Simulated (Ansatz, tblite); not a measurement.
**C₉H₁₅NO: one state, many levels**

How do method and basis change the picture of C₉H₁₅NO (singlet)?

Method: as each input shows; program: Ansatz 0.2.0, Gaussian basis.

Levels to be run: GFN1-xTB, GFN2-xTB, PBE-D4/def2-TZVP, r2SCAN-D4/def2-TZVP, revPBE-D4/def2-TZVP, B97M-V/def2-TZVP, PBE-D4/def2-SVP, PBE0-D4/def2-SVP, HF/STO-3G, HF/6-31G, B3LYP-D4/6-31G, MP2/def2-SVP.

## (1) The geometry

The singlet was relaxed beforehand with PBE-D4/def2-SVP.

SMILES `CCCC[n+]1ccccc1.[OH-]`, 26 atoms, charge 0, spin multiplicity 1.

Bond lengths: C1–C2 1.529 Å, C1–H11 1.110 Å, C1–H12 1.109 Å, C1–H13 1.110 Å, C2–C3 1.531 Å, C2–H14 1.113 Å, C2–H15 1.113 Å, C3–C4 1.533 Å, C3–H16 1.112 Å, C3–H17 1.113 Å, C4–N5 1.458 Å, C4–H18 1.111 Å, C4–H19 1.111 Å, N5–C6 1.464 Å, N5–C10 1.370 Å, C6–C7 1.499 Å, C6–H20 1.112 Å, C6–O25 1.436 Å and more. Angles: C2–C1–H11 111.3°, C2–C1–H12 111.7°, C2–C1–H13 111.3°, H11–C1–H12 107.6°, H11–C1–H13 107.2°, H12–C1–H13 107.5°, C1–C2–C3 113.4°, C1–C2–H14 109.6°, C1–C2–H15 109.7°, C3–C2–H14 109.2°, C3–C2–H15 109.1°, H14–C2–H15 105.5°, C2–C3–C4 113.0°, C2–C3–H16 110.1°, C2–C3–H17 109.6°, C4–C3–H16 108.8°, C4–C3–H17 109.2°, H16–C3–H17 105.9° and more.

PBE0-D4/def2-TZVP was run before; its log isn't repeated, and its numbers join the tables.

## (2) GFN1-xTB

Tight binding, by tblite at 300 K electronic temperature and without a spin-polarisation term:

```python
tblite.interface.Calculator('GFN1-xTB', numbers, positions, charge=0, uhf=0).singlepoint()
```

Energy -951.8789 eV, HOMO -10.15 eV, LUMO -7.35 eV; 0.018 s.

## (3) GFN2-xTB

Tight binding, by tblite at 300 K electronic temperature and without a spin-polarisation term:

```python
tblite.interface.Calculator('GFN2-xTB', numbers, positions, charge=0, uhf=0).singlepoint()
```

Energy -922.0015 eV, HOMO -9.25 eV, LUMO -6.41 eV; 0.013 s.

## (4) PBE-D4/def2-TZVP

start.molden holds the orbitals of an earlier run on this state, given as this run's starting guess.

Input file in.yaml:

```yaml
crystal:
  periodic: [false, false, false]
  atoms:
    - {symbol: C, position_ang: [-3.829203, 0.939804, 0.812561]}
    - {symbol: C, position_ang: [-2.898050, -0.112061, 0.208388]}
    - {symbol: C, position_ang: [-1.413919, 0.234907, 0.354515]}
    - {symbol: C, position_ang: [-0.488552, -0.830305, -0.245468]}
    - {symbol: N, position_ang: [0.925638, -0.491161, -0.143318]}
    - {symbol: C, position_ang: [1.492681, 0.304442, -1.233584]}
    - {symbol: C, position_ang: [2.786659, 0.931264, -0.810054]}
    - {symbol: C, position_ang: [3.536001, 0.396433, 0.200998]}
    - {symbol: C, position_ang: [3.021285, -0.667381, 1.021919]}
    - {symbol: C, position_ang: [1.714276, -1.044712, 0.830513]}
    - {symbol: H, position_ang: [-3.639357, 1.070413, 1.898465]}
    - {symbol: H, position_ang: [-4.895532, 0.662250, 0.690544]}
    - {symbol: H, position_ang: [-3.684191, 1.930096, 0.332374]}
    - {symbol: H, position_ang: [-3.091526, -1.100023, 0.683796]}
    - {symbol: H, position_ang: [-3.136363, -0.249425, -0.870078]}
    - {symbol: H, position_ang: [-1.156408, 0.370360, 1.428101]}
    - {symbol: H, position_ang: [-1.210274, 1.214160, -0.133313]}
    - {symbol: H, position_ang: [-0.655802, -1.802339, 0.265360]}
    - {symbol: H, position_ang: [-0.728284, -0.998999, -1.316925]}
    - {symbol: H, position_ang: [0.738241, 1.067103, -1.526304]}
    - {symbol: H, position_ang: [3.150110, 1.773784, -1.416534]}
    - {symbol: H, position_ang: [4.532748, 0.812143, 0.421077]}
    - {symbol: H, position_ang: [3.620892, -1.130032, 1.815494]}
    - {symbol: H, position_ang: [1.220266, -1.799297, 1.463612]}
    - {symbol: O, position_ang: [1.638672, -0.475313, -2.431148]}
    - {symbol: H, position_ang: [2.449980, -1.006120, -2.300983]}
basis:
  gaussian: {orbitals: def2-TZVP, initial_orbitals: start.molden}
hamiltonian: {xc: pbe, dispersion: d4}
scf: {omitted_lower_state_checks: [starts]}
output: {forces: true, orbitals: {seedname: orbitals}}
```

Command:

```console
$ ansatz run in.yaml --threads 4 --pin off --events-out ev --progress --plain --max-ram 6963MiB
```

The runs that follow: r2SCAN-D4/def2-TZVP; revPBE-D4/def2-TZVP; B97M-V/def2-TZVP; PBE-D4/def2-SVP; PBE0-D4/def2-SVP; HF/STO-3G; HF/6-31G; B3LYP-D4/6-31G; MP2/def2-SVP.

**Question.** What will the summary of the whole plan be? Wanted: gap in def2-TZVP, named functionals, smallest and largest; correlation energy, MP2/def2-SVP; binding an atom, functionals in def2-TZVP; PBE0 total energy, smallest basis above largest.

**Answer**, as computed:

```
                                                 quantity                                value
gap in def2-TZVP, named functionals, smallest and largest  3.11 eV (PBE-D4), 4.93 eV (PBE0-D4)
                         correlation energy, MP2/def2-SVP                            -43.31 eV
                binding an atom, functionals in def2-TZVP    4.38 (B97M-V) to 4.52 eV (PBE-D4)
          PBE0 total energy, smallest basis above largest       14.00 eV (def2-SVP, def2-TZVP)
```

What this shows: Orbital gaps of the named functionals in def2-TZVP span 3.11 eV (PBE-D4) to 4.93 eV (PBE0-D4); exact exchange widens it.
